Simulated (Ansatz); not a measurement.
# Si6O11: the cost of one run

Computed with Ansatz 0.2.0 (DFT PBE+D3(BJ), scalar-relativistic, plane waves, PAW, unless a step's input says otherwise).

34 further runs of the same task are left out: 34 set aside as unsound or not needed.

### 1 The system as given

The structure is trigonal, space group P3_221 (No. 154). The conventional cell has a = 4.915 Å, b = 4.915 Å, c = 5.421 Å, α = 90.00°, β = 90.00°, γ = 120.00°. Si (site symmetry 2) has 4 O at 1.62 to 1.63 Å as nearest neighbours. Around O (site symmetry 1) lie 2 Si at 1.62 to 1.63 Å.

Structure file:

```
CELL_PARAMETERS angstrom
4.91478 0.00000 0.00000
-2.45739 4.25633 0.00000
0.00000 0.00000 5.42103
ATOMIC_POSITIONS crystal
Si 0.46604 0.00000 0.66667
Si 0.00000 0.46604 0.33333
Si 0.53396 0.53396 0.00000
O 0.27409 0.41005 0.22034
O 0.58995 0.86404 0.88700
O 0.13596 0.72591 0.55367
O 0.41005 0.27409 0.77966
O 0.86404 0.58995 0.11300
O 0.72591 0.13596 0.44633
```

This cell was relaxed beforehand with the same method: volume 12.60 Å³/atom, gap on the mesh 5.84 eV.

### 2 The scan

Atoms count from 1 in the order of the input.

An atom moved over a plane that holds its own site and a neighbouring vacancy.

- path of O14 from its site (0) to the vacancy (1), 2.635 Å: 11 values from −0.125 to 1.125
- shift of O14 across the path, along a normal: 9 values from −0.500 to 0.500 Å

Nothing else is relaxed (all other atoms held at the sites of the perfect crystal). Points are written as (first, second).

### 3 Grid point (−0.125, 0.250 Å)

input.yaml

```yaml
crystal:
  lattice:
    - [-2.4573906087, 4.2563253884, 0.0]
    - [0.0, 0.0, 5.4210324304]
    - [7.3721718262, 4.2563253883, 0.0]
  atoms:
    - { symbol: Si, position: [0.7669799462, 0.6666666667, 0.2330200538] }
    - { symbol: Si, position: [0.2669799462, 0.6666666667, 0.7330200538] }
    - { symbol: Si, position: [0.9660401075, 0.3333333333, 0.5] }
    - { symbol: Si, position: [0.4660401075, 0.3333333333, 0.0] }
    - { symbol: Si, position: [0.2669799462, 0.0, 0.2669799462] }
    - { symbol: Si, position: [0.7669799462, 0.0, 0.7669799462] }
    - { symbol: O, position: [0.2730030153, 0.2203350802, 0.1370425925] }
    - { symbol: O, position: [0.7730030153, 0.2203350802, 0.6370425925] }
    - { symbol: O, position: [0.0690623811, 0.8870017469, 0.7949771961] }
    - { symbol: O, position: [0.6579346037, 0.5536684135, 0.0679802114] }
    - { symbol: O, position: [0.1579346037, 0.5536684135, 0.5679802114] }
    - { symbol: O, position: [0.0690623811, 0.7796649198, 0.2050228039] }
    - { symbol: O, position: [0.5690623811, 0.7796649198, 0.7050228039] }
    - { symbol: O, position: [0.1135089975, 0.1156402897, 0.4732411723] }
    - { symbol: O, position: [0.6579346037, 0.1129982531, 0.9320197886] }
    - { symbol: O, position: [0.7730030153, 0.4463315865, 0.3629574075] }
    - { symbol: O, position: [0.2730030153, 0.4463315865, 0.8629574075] }
total_charge: 2
basis:
  ecutwfc: 420
kpoints:
  mp_grid: { grid: [4, 4, 2] }
hamiltonian:
  xc: pbe
  pseudopotentials: { kind: paw, azcp: { folder: soft_1 } }
  dispersion: d3bj
scf:
  occupations: { method: gaussian, width: 0.05 }
output:
  forces: true
  stress: true
  eigenvalues: true
  write_density: true
  write_potential: true
  elf: true
  volumetric_format: npy
```

Run with:

```bash
ansatz run input.yaml --threads 4 --pin off --max-ram 8192MiB --backend cpu --events-out ev --progress --plain --runs-dir out
```

Q: Estimate wall time and peak memory on 4 threads of Arm Neoverse V2, shared host.

About 9.3 s, with a peak of 0.67 GiB.
